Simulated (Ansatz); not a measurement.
**C₂H₇BOSi: a ladder of functionals and wavefunction methods**

How much do the methods differ for C₂H₇BOSi? The plan is to run it at one geometry with functionals of several rungs and with coupled cluster, and see how far each lands from CCSD(T) at the basis-set limit for the atomisation energy.

The runs use Ansatz 0.2.0, Gaussian basis; functionals in def2-TZVPP, the program's frozen cores in correlated methods.

Levels to be run: PBE-D4, r2SCAN-D4, PBE0-D4, B3LYP-D4, ωB97X-V, ωB97M-V, B2PLYP; CCSD(T)/def2-TZVPP; MP2/def2-QZVPP; extrapolation to the limit.

## 1. The geometry

An earlier PBE0-D4 in a triple-zeta def2 set relaxation fixed the geometry.

SMILES `B/C=C/O[SiH3]`, 12 atoms, charge 0, spin multiplicity 1.

Atoms are counted from 1 here; the program's logs count them from 0.

Bond lengths: B1–C2 1.513 Å, B1–H6 1.197 Å, B1–H7 1.201 Å, C2–C3 1.345 Å, C2–H8 1.087 Å, C3–O4 1.335 Å, C3–H9 1.092 Å, O4–Si5 1.669 Å, Si5–H10 1.484 Å, Si5–H11 1.484 Å, Si5–H12 1.477 Å. Angles: C2–B1–H6 122.0°, C2–B1–H7 119.0°, H6–B1–H7 119.0°, B1–C2–C3 118.4°, B1–C2–H8 124.4°, C3–C2–H8 117.2°, C2–C3–O4 123.7°, C2–C3–H9 120.2°, O4–C3–H9 116.1°, C3–O4–Si5 125.0°, O4–Si5–H10 109.6°, O4–Si5–H11 109.6°, O4–Si5–H12 105.3°, H10–Si5–H11 109.5°, H10–Si5–H12 111.4°, H11–Si5–H12 111.4°.

## 2. PBE-D4 (GGA)

in.yaml

```yaml
crystal:
  periodic: [false, false, false]
  atoms:
    - {symbol: B, position_ang: [-0.339710, 1.992609, 1.718696]}
    - {symbol: C, position_ang: [-0.513027, 0.534514, 1.354208]}
    - {symbol: C, position_ang: [-0.044206, 0.112406, 0.166277]}
    - {symbol: O, position_ang: [-0.140147, -1.148330, -0.262288]}
    - {symbol: Si, position_ang: [0.430414, -1.706914, -1.728238]}
    - {symbol: H, position_ang: [-0.732317, 2.437654, 2.758013]}
    - {symbol: H, position_ang: [0.208446, 2.725399, 0.941331]}
    - {symbol: H, position_ang: [-0.994450, -0.204772, 1.989565]}
    - {symbol: H, position_ang: [0.447981, 0.814296, -0.510293]}
    - {symbol: H, position_ang: [-0.233325, -0.971293, -2.833197]}
    - {symbol: H, position_ang: [1.897659, -1.497188, -1.803990]}
    - {symbol: H, position_ang: [0.089582, -3.143481, -1.756083]}
basis:
  gaussian: {orbitals: def2-TZVPP}
hamiltonian: {xc: pbe, dispersion: d4}
output: {forces: true, orbitals: {seedname: orbitals}}
```

The run is started by

```sh
$ ansatz run in.yaml --threads 4 --pin off --events-out ev --progress --plain --max-ram 10444MiB
```

The runs that follow: r2SCAN-D4 (meta-GGA); PBE0-D4 (hybrid); B3LYP-D4 (hybrid); ωB97X-V (range-separated); ωB97M-V (range-separated); B2PLYP (double hybrid); CCSD(T) in def2-TZVPP; MP2 in def2-QZVPP.

**Question.** What will the summary of the whole plan be? Wanted: atomisation energy, CCSD(T)/CBS; farthest; mean size of error, hybrid; mean size of error, range-separated; gap, smallest and largest; T1 diagnostic; triples share of the correlation energy.

The runs gave:

| quantity | value |
| --- | --- |
| atomisation energy, CCSD(T)/CBS | 1076.1 kcal/mol |
| functionals within 5.4 kcal/mol (0.5 %) | PBE0-D4, ωB97X-V |
| farthest | PBE-D4 (+18.7 kcal/mol) |
| mean size of error, hybrid | 4.4 kcal/mol |
| mean size of error, range-separated | 5.5 kcal/mol |
| gap, smallest and largest | 4.00 eV (PBE-D4), 10.36 eV (ωB97X-V) |
| T1 diagnostic | 0.0130 |
| triples share of the correlation energy | 3.9 % |

In words: PBE-D4 is off by +18.7 kcal/mol. Double hybrids carry the basis error of their MP2 part in triple zeta, and no dispersion term here, so their miss is partly the set-up's. Misses under about 5.4 kcal/mol are within the doubt on the reference itself, which lacks core-valence correlation, relativity and higher excitations. Hartree-Fock recovers 76 % of the binding; the rest is correlation. Orbital gaps span 4.0 to 10.4 eV; exact exchange widens them.
